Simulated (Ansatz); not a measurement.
# As2H3 (doublet): wave-function methods side by side at distance As1–As2 = 2.191 Å, cc-pVDZ

Aim: climb from Hartree-Fock through coupled cluster and multireference methods for As2H3 (doublet) at one geometry and basis, and see what each rung misses.

Program: Ansatz 0.2.0, Gaussian basis. Level of theory: cc-pVDZ, core rule «outside noble gas», up to 28 orbitals frozen. These are calculated values, not measurements.

The runs, in order: UHF; CCSD(T) on ROHF; CCSD(T) on UHF; BCCD(T) on ROHF; CISD; CCSDT(Q) on ROHF; CCSDT(Q) on UHF; CASSCF and MRCISD+Q, 3 electrons in 3 orbitals; CASSCF and NEVPT2, 3 electrons in 3 orbitals.

34 further runs of the same task are left out: 5 for a known fault of the program, 22 that didn't finish, 7 set aside as unsound or not needed.

## 1. What is computed

The geometry derives from a PBE0/def2-TZVP stationary point (not a proven minimum). One bond is set to the value named and the two fragments are kept rigid. No spin-orbit coupling is included. The filled d shell of As may be among the frozen orbitals whatever the setting's name suggests; the logs give the count.

5 atoms, charge 0, spin multiplicity 2.

Atoms are counted from 1 here; the program's logs count them from 0.

Bond lengths: As1–As2 2.191 Å, As1–H3 1.524 Å, As1–H4 1.522 Å, As2–H5 1.528 Å. Angles: As2–As1–H3 95.2°, As2–As1–H4 93.7°, H3–As1–H4 92.9°, As1–As2–H5 90.7°.

Coordinates:

```
atom    x (Å)    y (Å)    z (Å)
 As1   0.0418   0.0252   1.0858
 As2  -0.0174  -0.0369  -1.1035
  H3  -1.2986   0.7329   1.2394
  H4  -0.5820  -1.3546   1.2389
  H5   0.0670   1.4879  -1.1664
```

## 2. UHF

The input, in.yaml:

```yaml
crystal:
  periodic: [false, false, false]
  atoms:
    - {symbol: As, position_ang: [0.041840, 0.025199, 1.085835]}
    - {symbol: As, position_ang: [-0.017440, -0.036852, -1.103484]}
    - {symbol: H, position_ang: [-1.298633, 0.732892, 1.239440]}
    - {symbol: H, position_ang: [-0.582044, -1.354598, 1.238867]}
    - {symbol: H, position_ang: [0.067021, 1.487901, -1.166387]}
basis:
  gaussian: {orbitals: cc-pVDZ}
magnetization: {spin_polarized: true, initial_magnetization: 1}
hamiltonian: {xc: hf}
output: {orbitals: {seedname: orbitals}}
```

Launch:

```bash
$ ansatz run in.yaml --threads 1 --pin off --events-out ev --progress --plain --max-ram 2393MiB
```

The runs that follow: CCSD(T) on ROHF; CCSD(T) on UHF; BCCD(T) on ROHF; CISD; CCSDT(Q) on ROHF; CCSDT(Q) on UHF; CASSCF and MRCISD+Q, 3 electrons in 3 orbitals; CASSCF and NEVPT2, 3 electrons in 3 orbitals.

Q: Predict the results of all the runs planned. Wanted: UCCSDT(Q) below the RHF energy; RMP2 from UCCSDT(Q); UMP2 from UCCSDT(Q); RCCSD from UCCSDT(Q); RCCSD(T) from UCCSDT(Q); UCCSD(T) from UCCSDT(Q); RCCSDT(Q) from UCCSDT(Q); NEVPT2 pair from UCCSDT(Q); MRCISD+Q pair from UCCSDT(Q).

**Answer**, as computed:

| quantity | value |
| --- | --- |
| UCCSDT(Q) below the RHF energy | -6.9548 eV |
| RMP2 from UCCSDT(Q) | +122.0 kJ/mol |
| UMP2 from UCCSDT(Q) | +123.1 kJ/mol |
| RCCSD from UCCSDT(Q) | +22.3 kJ/mol |
| RCCSD(T) from UCCSDT(Q) | +3.9 kJ/mol |
| UCCSD(T) from UCCSDT(Q) | +3.7 kJ/mol |
| RCCSDT(Q) from UCCSDT(Q) | +0.3 kJ/mol |
| NEVPT2 pair from UCCSDT(Q) | +121.9 kJ/mol |
| MRCISD+Q pair from UCCSDT(Q) | +7.5 kJ/mol |
| levels within 1 kcal/mol (43 meV) | RCCSD(T), UCCSD(T), BCCD(T), RCCSDT, UCCSDT, RCCSDT(Q) |
| T1 diagnostic | 0.019 |

**Reading.** RCCSD(T) lands +3.9 kJ/mol from the yardstick (0.6 % of the correlation energy). Of the multireference levels listed MRCISD+Q pair comes nearest in total energy (+7.5 kJ/mol), which doesn't show that its space is the better one. These misses are within one basis, not against nature; the frozen cores of restricted and unrestricted runs differ, which can shift their rows.
